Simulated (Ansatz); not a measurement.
**FH₄IOSi₂: up Jacob's ladder to CCSD(T)**

The task here is to estimate one member of a computed series from the others.

The runs use Ansatz 0.2.0, Gaussian basis; functionals in def2-TZVPP, the program's frozen cores in correlated methods.

Levels to be run: PBE-D4, r2SCAN-D4, PBE0-D4, B3LYP-D4, ωB97X-V, ωB97M-V, B2PLYP; CCSD(T)/def2-TZVPP; MP2/def2-QZVPP; extrapolation to the limit.

**The geometry**

The geometry comes from an earlier relaxation with PBE0-D4 in a triple-zeta def2 set; it is a stationary point, not always the lowest conformer. I takes the def2 core potential; no spin-orbit term is included.

SMILES `O[SiH](F)[SiH2]I`, 9 atoms, charge 0, spin multiplicity 1.

Atoms are counted from 1 here; the program's logs count them from 0.

Bond lengths: O1–Si2 1.629 Å, O1–H6 0.962 Å, Si2–F3 1.599 Å, Si2–Si4 2.350 Å, Si2–H7 1.478 Å, Si4–I5 2.461 Å, Si4–H8 1.483 Å, Si4–H9 1.485 Å. Angles: Si2–O1–H6 117.1°, O1–Si2–F3 111.4°, O1–Si2–Si4 109.0°, O1–Si2–H7 106.6°, F3–Si2–Si4 106.4°, F3–Si2–H7 107.4°, Si4–Si2–H7 116.0°, Si2–Si4–I5 103.7°, Si2–Si4–H8 114.9°, Si2–Si4–H9 113.2°, I5–Si4–H8 107.8°, I5–Si4–H9 107.2°, H8–Si4–H9 109.6°.

The first run:

Input file in.yaml:

```yaml
crystal:
  periodic: [false, false, false]
  atoms:
    - {symbol: O, position_ang: [0.989421, 1.648092, -0.499688]}
    - {symbol: Si, position_ang: [1.079946, 0.027727, -0.356918]}
    - {symbol: F, position_ang: [1.144470, -0.681303, -1.788178]}
    - {symbol: Si, position_ang: [-0.872496, -0.759159, 0.686911]}
    - {symbol: I, position_ang: [-2.639132, 0.702466, -0.208056]}
    - {symbol: H, position_ang: [0.128816, 2.021932, -0.711818]}
    - {symbol: H, position_ang: [2.350357, -0.265445, 0.340013]}
    - {symbol: H, position_ang: [-1.233707, -2.160302, 0.360021]}
    - {symbol: H, position_ang: [-0.859274, -0.580207, 2.160713]}
basis:
  gaussian: {orbitals: def2-TZVPP}
hamiltonian: {xc: pbe, dispersion: d4}
output: {forces: true, orbitals: {seedname: orbitals}}
```

The run is started by

```bash
ansatz run in.yaml --threads 4 --pin off --events-out ev --progress --plain --max-ram 10444MiB
```

Among the steps run: PBE-D4 (GGA); r2SCAN-D4 (meta-GGA); PBE0-D4 (hybrid); B3LYP-D4 (hybrid); ωB97X-V (range-separated); ωB97M-V (range-separated); B2PLYP (double hybrid); CCSD(T) in def2-TZVPP; MP2 in def2-QZVPP.

One table of the session follows, with a row left open; its other results are not shown here.

| method | atomisation energy (kJ/mol) |
| --- | --- |
| PBE-D4 | 3025.7 |
| r2SCAN-D4 | 3018.8 |
| PBE0-D4 | 2976.4 |
| B3LYP-D4 | ? |
| ωB97X-V | 3029.2 |
| ωB97M-V | 3007.8 |
| B2PLYP | 2963.8 |
| HF/def2-TZVPP | 2197.5 |
| MP2/def2-TZVPP | 3001.7 |
| CCSD/def2-TZVPP | 2886.5 |
| CCSD(T)/def2-TZVPP | 2932.5 |
| MP2/CBS | 3110.3 |
| CCSD(T)/CBS | 3041.2 |

**Question.** Estimate the row for B3LYP-D4.

The run gave: atomisation energy (kJ/mol): 2989.9. In the column «atomisation energy (kJ/mol)» it lies between PBE0-D4 (2976.4) and MP2/def2-TZVPP (3001.7).
